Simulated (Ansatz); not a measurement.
# GaHO: the cost of one run

The runs use Ansatz 0.2.0, Gaussian basis; cc-pVTZ, all electrons in the functionals.

Plan: PBE, revPBE, r2SCAN, PBE0, B3LYP, wB97M-V, at charge 0, triplet; charge 0, singlet; charge 0, quintet; charge 1, doublet; charge 1, quartet (not every functional at every point).

12 further runs of the same task are left out: 8 for a known fault of the program, 4 set aside as unsound or not needed.

### 1 The geometry

The geometry is a PBE0/def2-TZVP stationary point (not a proven minimum). No spin-orbit coupling is included. The filled d shell of Ga may be among the frozen orbitals whatever the setting's name suggests; the logs give the count.

3 atoms, charge 0, spin multiplicity 3.

Atoms are counted from 1 here; the program's logs count them from 0.

Bond lengths: O1–Ga2 1.837 Å, Ga2–H3 1.606 Å. Angles: O1–Ga2–H3 111.2°.

No dispersion term is added; wB97M-V holds VV10 nonlocal correlation. B3LYP takes the VWN-RPA correlation.

The geometry shown and the zero of energy belong to the point charge 0, triplet. The yardstick, UCCSDT(Q), and other wave-function levels (R restricted, U unrestricted, valence and pair active spaces) come from earlier runs.

### 2 PBE, charge 0, triplet

in.yaml

```yaml
crystal:
  periodic: [false, false, false]
  atoms:
    - {symbol: O, position_ang: [0.000000, 0.086163, 1.502239]}
    - {symbol: Ga, position_ang: [0.000000, -0.040211, -0.330094]}
    - {symbol: H, position_ang: [0.000000, 1.413842, -1.011723]}
basis:
  gaussian: {orbitals: cc-pVTZ}
magnetization: {spin_polarized: true, initial_magnetization: 2}
hamiltonian: {xc: {name: PBE}}
output: {orbitals: {seedname: orbitals}}
```

Command:

```console
$ ansatz run in.yaml --threads 1 --pin off --events-out ev --progress --plain --max-ram 4096MiB --backend cpu
```

**Question.** How long does this run take on 1 thread of AMD EPYC 7R13, shared host?

About 4.7 s.
